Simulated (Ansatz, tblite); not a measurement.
# The cluster In12N12: removing and adding an electron, part 2 of 2

Aim: the energy of removing and adding an electron for the cluster In12N12, by energy differences, and how well orbital energies stand in for it.

Ansatz 0.2.0, Gaussian basis; as each input shows. Earlier steps stand in the parts before.

## 10. Relaxing the charge -1 doublet

in.yaml reads:

```yaml
crystal:
  periodic: [false, false, false]
  atoms:
    - {symbol: In, position_ang: [-3.403632, 1.125340, -0.400219]}
    - {symbol: In, position_ang: [-1.069960, -1.369900, 2.408584]}
    - {symbol: In, position_ang: [0.863239, -3.157619, 0.114399]}
    - {symbol: In, position_ang: [-1.211104, 1.200902, -3.157784]}
    - {symbol: In, position_ang: [1.012068, -1.016626, -2.709111]}
    - {symbol: In, position_ang: [-1.759838, -1.305812, -1.086486]}
    - {symbol: In, position_ang: [-1.563352, 1.580459, 1.919488]}
    - {symbol: In, position_ang: [2.222995, -2.236477, 2.584231]}
    - {symbol: In, position_ang: [1.290401, 1.786129, -1.024784]}
    - {symbol: In, position_ang: [-1.116566, 3.493809, -0.359174]}
    - {symbol: In, position_ang: [3.172706, -0.852413, 0.135140]}
    - {symbol: In, position_ang: [1.367341, 1.081385, 2.438927]}
    - {symbol: N, position_ang: [-2.287155, -0.449851, 0.846183]}
    - {symbol: N, position_ang: [-2.899193, 0.187172, -2.212457]}
    - {symbol: N, position_ang: [-2.872422, 2.854028, 0.777706]}
    - {symbol: N, position_ang: [-0.136553, -2.551246, -1.626661]}
    - {symbol: N, position_ang: [0.214705, -3.000063, 2.210523]}
    - {symbol: N, position_ang: [2.953166, -2.950917, 0.600548]}
    - {symbol: N, position_ang: [0.043892, -0.047617, -4.270090]}
    - {symbol: N, position_ang: [-0.218605, 2.857086, -2.163953]}
    - {symbol: N, position_ang: [2.491206, 0.143188, -1.580753]}
    - {symbol: N, position_ang: [-0.525155, 0.502207, 3.403692]}
    - {symbol: N, position_ang: [2.978375, -0.227744, 2.238293]}
    - {symbol: N, position_ang: [0.453441, 2.354578, 0.913760]}
basis:
  gaussian: {orbitals: def2-SVP, fitting: {mean_field: def2-universal-jkfit}}
total_charge: -1
magnetization: {spin_polarized: true, initial_magnetization: 1}
hamiltonian: {xc: pbe, dispersion: d4}
scf: {lower_state_search: "off"}
output: {orbitals: {seedname: orbitals}}
relax: {f_tol: 0.03, max_steps: 70}
```

Started as:

```
> ansatz run in.yaml --threads 2 --pin off --events-out ev --progress --plain --max-ram 22528MiB --backend cuda --devices 0, --max-vram 18GiB
```

What it wrote:

```text
Functional definition: PBE
  name "PBE"
  cite "Perdew, Burke & Ernzerhof, Phys. Rev. Lett. 77, 3865 (1996) doi:10.1103/PhysRevLett.77.3865"
  parent pbe
  parameter kappa = 0.804
  parameter beta = 0.06672455060314922
  exchange = pbe_x(kappa = kappa, mu = beta*pi^2/3)
  correlation = pbe_c(beta = beta)
these checks for a lower state are left out or cut short: stability, starts, cluster_reference, orbital_swaps, neighbouring_geometries, increment
3540 factors; integrals over basis functions are off by at most 6.5e-2 eV
mean field evaluation 1: about -79805.6473 eV, gradient 1.6e2 eV
mean field evaluation 2: about -78935.4329 eV, gradient 3.2e2 eV
mean field evaluation 4: about -79694.5109 eV, gradient 1.8e2 eV
mean field evaluation 8: about -79932.7150 eV, gradient 8.2e-1 eV
mean field evaluation 16: about -79932.9094 eV, gradient 9.4e-2 eV
mean field -79932.90961088 eV, -2937.4802477276 hartree, gradient 3.2e-6 eV, S^2 0.766381; 0 other end points of the search recorded, 0 dependent functions left out
the calculation of the forces begins
reference -79932.90967382 eV, -2937.4802500407 hartree; 169, 168 occupied and 311, 312 virtual orbitals, 3540 factors
relax step   1: F+E_penalty+E_count = -79935.58539343 eV  Δ(F+E_penalty+E_count) = +0.000e0 eV  max|allowed force component| = 7.014e-1 eV/Å  Δτ_max = 0.0000 Å  (86 SCF iters, accepted)
these checks for a lower state are left out or cut short: stability, starts, cluster_reference, orbital_swaps, neighbouring_geometries, increment
3540 factors; integrals over basis functions are off by at most 6.6e-2 eV
mean field evaluation 32: about -79933.0799 eV, gradient 2.3e-6 eV
mean field -79933.07985996 eV, -2937.4865042659 hartree, gradient 2.3e-6 eV, S^2 0.760119; 0 other end points of the search recorded, 0 dependent functions left out
the calculation of the forces begins
reference -79933.07992208 eV, -2937.4865065489 hartree; 169, 168 occupied and 311, 312 virtual orbitals, 3540 factors
relax step   2: F+E_penalty+E_count = -79935.72182884 eV  Δ(F+E_penalty+E_count) = -1.364e-1 eV  max|allowed force component| = 4.073e-1 eV/Å  Δτ_max = 0.1421 Å  (53 SCF iters, accepted)
these checks for a lower state are left out or cut short: stability, starts, cluster_reference, orbital_swaps, neighbouring_geometries, increment
3540 factors; integrals over basis functions are off by at most 6.6e-2 eV
mean field -79933.11239262 eV, -2937.4876998194 hartree, gradient 3.0e-6 eV, S^2 0.760314; 0 other end points of the search recorded, 0 dependent functions left out
the calculation of the forces begins
reference -79933.11245510 eV, -2937.4877021154 hartree; 169, 168 occupied and 311, 312 virtual orbitals, 3540 factors
relax step   3: F+E_penalty+E_count = -79935.76620012 eV  Δ(F+E_penalty+E_count) = -4.437e-2 eV  max|allowed force component| = 1.342e-1 eV/Å  Δτ_max = 0.0397 Å  (32 SCF iters, accepted)
these checks for a lower state are left out or cut short: stability, starts, cluster_reference, orbital_swaps, neighbouring_geometries, increment
3540 factors; integrals over basis functions are off by at most 6.6e-2 eV
mean field -79933.11644818 eV, -2937.4878488583 hartree, gradient 2.0e-6 eV, S^2 0.760604; 0 other end points of the search recorded, 0 dependent functions left out
the calculation of the forces begins
reference -79933.11651071 eV, -2937.4878511561 hartree; 169, 168 occupied and 311, 312 virtual orbitals, 3540 factors
relax step   4: F+E_penalty+E_count = -79935.77480325 eV  Δ(F+E_penalty+E_count) = -8.603e-3 eV  max|allowed force component| = 7.410e-2 eV/Å  Δτ_max = 0.0591 Å  (37 SCF iters, accepted)
these checks for a lower state are left out or cut short: stability, starts, cluster_reference, orbital_swaps, neighbouring_geometries, increment
3540 factors; integrals over basis functions are off by at most 6.6e-2 eV
mean field -79933.12259076 eV, -2937.4880745940 hartree, gradient 1.9e-6 eV, S^2 0.760525; 0 other end points of the search recorded, 0 dependent functions left out
the calculation of the forces begins
reference -79933.12265328 eV, -2937.4880768916 hartree; 169, 168 occupied and 311, 312 virtual orbitals, 3540 factors
relax step   5: F+E_penalty+E_count = -79935.77775964 eV  Δ(F+E_penalty+E_count) = -2.956e-3 eV  max|allowed force component| = 2.472e-2 eV/Å  Δτ_max = 0.0312 Å  (32 SCF iters, accepted)
Total energy: -79935.77782216 eV, -2937.5856525482 hartree
Atom 0 at    -3.525461     1.105954    -0.395807 Å, force     0.001227    -0.024167     0.016993 eV/Å
Atom 1 at    -1.078422    -1.386053     2.422334 Å, force    -0.019740     0.000769    -0.024720 eV/Å
Atom 2 at     0.856646    -3.195176     0.114788 Å, force    -0.004810    -0.007613     0.000791 eV/Å
Atom 3 at    -1.257144     1.271306    -3.103563 Å, force    -0.007093     0.001795     0.006393 eV/Å
Atom 4 at     1.083370    -1.067307    -2.662547 Å, force    -0.003039    -0.005636     0.005537 eV/Å
Atom 5 at    -1.789944    -1.308147    -1.023040 Å, force    -0.016666     0.008952     0.008077 eV/Å
Atom 6 at    -1.557672     1.545045     1.852425 Å, force     0.003535    -0.012338    -0.023021 eV/Å
Atom 7 at     2.246630    -2.255300     2.590744 Å, force     0.003484    -0.007145    -0.001358 eV/Å
Atom 8 at     1.308152     1.798596    -1.006324 Å, force    -0.005117     0.009566     0.007018 eV/Å
Atom 9 at    -1.110500     3.529092    -0.380365 Å, force     0.018027    -0.003814     0.007579 eV/Å
Atom 10 at     3.201534    -0.849528     0.127719 Å, force    -0.006428    -0.005084    -0.000762 eV/Å
Atom 11 at     1.370965     1.068499     2.432936 Å, force    -0.006092     0.021559    -0.012809 eV/Å
Atom 12 at    -2.413008    -0.500338     0.892438 Å, force     0.008733     0.017690    -0.002008 eV/Å
Atom 13 at    -2.877721     0.179068    -2.206495 Å, force     0.012574    -0.008864     0.006078 eV/Å
Atom 14 at    -2.844991     2.834597     0.696639 Å, force    -0.004069     0.008954    -0.001551 eV/Å
Atom 15 at    -0.149198    -2.512796    -1.616012 Å, force     0.003342     0.004527    -0.008616 eV/Å
Atom 16 at     0.215077    -3.020848     2.206609 Å, force     0.000630     0.006244     0.004069 eV/Å
Atom 17 at     2.939825    -2.936580     0.578047 Å, force     0.010194     0.003052    -0.003046 eV/Å
Atom 18 at     0.051105    -0.032082    -4.218419 Å, force     0.004030    -0.000644    -0.004655 eV/Å
Atom 19 at    -0.174707     2.888791    -2.190817 Å, force     0.005290    -0.005950     0.007718 eV/Å
Atom 20 at     2.518126     0.162071    -1.600222 Å, force     0.004006     0.001561    -0.002132 eV/Å
Atom 21 at    -0.510141     0.491579     3.359245 Å, force     0.001453     0.002815     0.010334 eV/Å
Atom 22 at     3.008974    -0.220445     2.221585 Å, force     0.003609     0.000697     0.003109 eV/Å
Atom 23 at     0.488502     2.410001     0.908103 Å, force    -0.007079    -0.006927     0.000983 eV/Å
Dipole moment:    -0.265132     0.268188     0.314218 e Å
Checks for a lower state left out: stability, starts, cluster_reference, orbital_swaps, neighbouring_geometries, increment
```

Wall time 31 s (1 × H100 (card shared with other runs) with 2 threads of AMD EPYC 7R13, shared host); peak host memory 1.2 GiB.

Step by step:

```
step  energy from step 1 (eV)  largest force component (eV/Å)
   1                   0.0000                          0.7014
   2                  -0.1364                          0.4073
   3                  -0.1808                          0.1342
   4                  -0.1894                          0.0741
   5                  -0.1924                          0.0247
```

Close pairs (by a distance rule), those that changed most:

```
   bond  before (Å)  after (Å)  change (Å)
In4–In5       3.172      3.338      +0.166
In4–N19       2.091      2.157      +0.066
In5–N19       2.077      2.135      +0.058
In1–N13       2.298      2.340      +0.042
In4–N14       2.184      2.150      -0.034
In1–N14       2.102      2.135      +0.033
In5–N16       2.201      2.169      -0.033
In2–N13       2.184      2.215      +0.031
```

## 11. Charge -1 doublet, PBE0-D4/def2-SVP

in.yaml reads:

```yaml
crystal:
  periodic: [false, false, false]
  atoms:
    - {symbol: In, position_ang: [-3.525461, 1.105954, -0.395807]}
    - {symbol: In, position_ang: [-1.078422, -1.386053, 2.422334]}
    - {symbol: In, position_ang: [0.856646, -3.195176, 0.114788]}
    - {symbol: In, position_ang: [-1.257144, 1.271306, -3.103563]}
    - {symbol: In, position_ang: [1.083370, -1.067307, -2.662547]}
    - {symbol: In, position_ang: [-1.789944, -1.308147, -1.023040]}
    - {symbol: In, position_ang: [-1.557672, 1.545045, 1.852425]}
    - {symbol: In, position_ang: [2.246630, -2.255300, 2.590744]}
    - {symbol: In, position_ang: [1.308152, 1.798596, -1.006324]}
    - {symbol: In, position_ang: [-1.110500, 3.529092, -0.380365]}
    - {symbol: In, position_ang: [3.201534, -0.849528, 0.127719]}
    - {symbol: In, position_ang: [1.370965, 1.068499, 2.432936]}
    - {symbol: N, position_ang: [-2.413008, -0.500338, 0.892438]}
    - {symbol: N, position_ang: [-2.877721, 0.179068, -2.206495]}
    - {symbol: N, position_ang: [-2.844991, 2.834597, 0.696639]}
    - {symbol: N, position_ang: [-0.149198, -2.512796, -1.616012]}
    - {symbol: N, position_ang: [0.215077, -3.020848, 2.206609]}
    - {symbol: N, position_ang: [2.939825, -2.936580, 0.578047]}
    - {symbol: N, position_ang: [0.051105, -0.032082, -4.218419]}
    - {symbol: N, position_ang: [-0.174707, 2.888791, -2.190817]}
    - {symbol: N, position_ang: [2.518126, 0.162071, -1.600222]}
    - {symbol: N, position_ang: [-0.510141, 0.491579, 3.359245]}
    - {symbol: N, position_ang: [3.008974, -0.220445, 2.221585]}
    - {symbol: N, position_ang: [0.488502, 2.410001, 0.908103]}
basis:
  gaussian: {orbitals: def2-SVP, fitting: {mean_field: def2-universal-jkfit}, initial_orbitals: start.molden}
total_charge: -1
magnetization: {spin_polarized: true, initial_magnetization: 1}
hamiltonian: {xc: pbe0, dispersion: d4}
scf: {omitted_lower_state_checks: [starts]}
output: {orbitals: {seedname: orbitals}}
```

Launched as before.

What it wrote (excerpt; [...] marks lines left out):

```text
Functional definition: PBE0
  name "PBE0"
  cite "Adamo & Barone, J. Chem. Phys. 110, 6158 (1999) doi:10.1063/1.478522"
  cite "Perdew, Burke & Ernzerhof, Phys. Rev. Lett. 77, 3865 (1996) doi:10.1103/PhysRevLett.77.3865"
  parent pbe
[...]
3540 factors; integrals over basis functions are off by at most 6.6e-2 eV
[...]
mean field -79928.99789414 eV, -2937.3364947889 hartree, gradient 7.9e-6 eV, S^2 0.763952; 0 other end points of the search recorded, 0 dependent functions left out
reference -79928.99794231 eV, -2937.3364965591 hartree; 169, 168 occupied and 311, 312 virtual orbitals, 3540 factors
Total energy: -79931.40232601 eV, -2937.4248560305 hartree
Checks for a lower state left out: starts
```

Wall time 15 s (1 × H100 (card shared with other runs) with 2 threads of AMD EPYC 7R13, shared host); peak host memory 1.2 GiB.

HOMO -2.13 eV, LUMO -0.60 eV (over both spins); ⟨S²⟩ 0.764 (pure: 0.75).

## 12. Charge -1 doublet, PBE-D4/def2-SVP

Changes to in.yaml since step 11:

```diff
@@ -31,3 +31,3 @@
 magnetization: {spin_polarized: true, initial_magnetization: 1}
-hamiltonian: {xc: pbe0, dispersion: d4}
+hamiltonian: {xc: pbe, dispersion: d4}
 scf: {omitted_lower_state_checks: [starts]}
```

Launched as before.

What it wrote:

```text
Functional definition: PBE
  name "PBE"
  cite "Perdew, Burke & Ernzerhof, Phys. Rev. Lett. 77, 3865 (1996) doi:10.1103/PhysRevLett.77.3865"
  parent pbe
  parameter kappa = 0.804
  parameter beta = 0.06672455060314922
  exchange = pbe_x(kappa = kappa, mu = beta*pi^2/3)
  correlation = pbe_c(beta = beta)
these checks for a lower state are left out or cut short: starts
3540 factors; integrals over basis functions are off by at most 6.6e-2 eV
mean field evaluation 1: about -79932.2117 eV, gradient 1.1e1 eV
mean field evaluation 2: about -79933.1004 eV, gradient 7.4e-1 eV
mean field evaluation 4: about -79933.1225 eV, gradient 5.7e-2 eV
mean field evaluation 8: about -79933.1226 eV, gradient 2.2e-5 eV
mean field -79933.12259610 eV, -2937.4880747902 hartree, gradient 2.2e-5 eV, S^2 0.760525; 0 other end points of the search recorded, 0 dependent functions left out
reference -79933.12265869 eV, -2937.4880770902 hartree; 169, 168 occupied and 311, 312 virtual orbitals, 3540 factors
Total energy: -79935.77782759 eV, -2937.5856527476 hartree
Checks for a lower state left out: starts
```

Run time: 8.5 s. Hardware: 1 × H100 (card shared with other runs) with 2 threads of AMD EPYC 7R13, shared host; peak host memory 1.2 GiB.

Report: HOMO -1.78 eV, LUMO -1.31 eV (over both spins); ⟨S²⟩ 0.761 (pure: 0.75).

## 13. Adiabatic electron affinity

Starting state less charged state (positive: the electron is bound), singlet to doublet; the starting state's energies are those of its earlier runs.

| level | adiabatic electron affinity (eV) | time |
| --- | --- | --- |
| PBE-D4/def2-SVP† | +3.61 | 18 s |
| PBE0-D4/def2-SVP | +3.73 | 31 s |

Times add the two runs; a level without a time comes out of a correlated run. † marks a level with a doubtful state (flagged, unstable, out of aufbau order, or strongly spin-contaminated); such levels are left out of the summary.

## 14. What came out

The summary covers parts 1 to 2.

| quantity | value |
| --- | --- |
| vertical ionisation energy, functionals in def2-SVP | 5.72 eV (PBE0-D4) |
| vertical electron affinity, functionals in def2-SVP | 3.58 eV (PBE0-D4) |
| adiabatic electron affinity, functionals in def2-SVP | 3.73 eV (PBE0-D4) |
| relaxation of the anion side, PBE-D4/def2-SVP | 0.19 eV |

**Reading.** The vertical ionisation energy is 5.72 eV at PBE0-D4/def2-SVP. The vertical electron affinity is 3.58 eV at PBE0-D4/def2-SVP. The adiabatic electron affinity is 3.73 eV at PBE0-D4/def2-SVP. Relaxing the reduced state gains 0.19 eV at PBE-D4/def2-SVP.
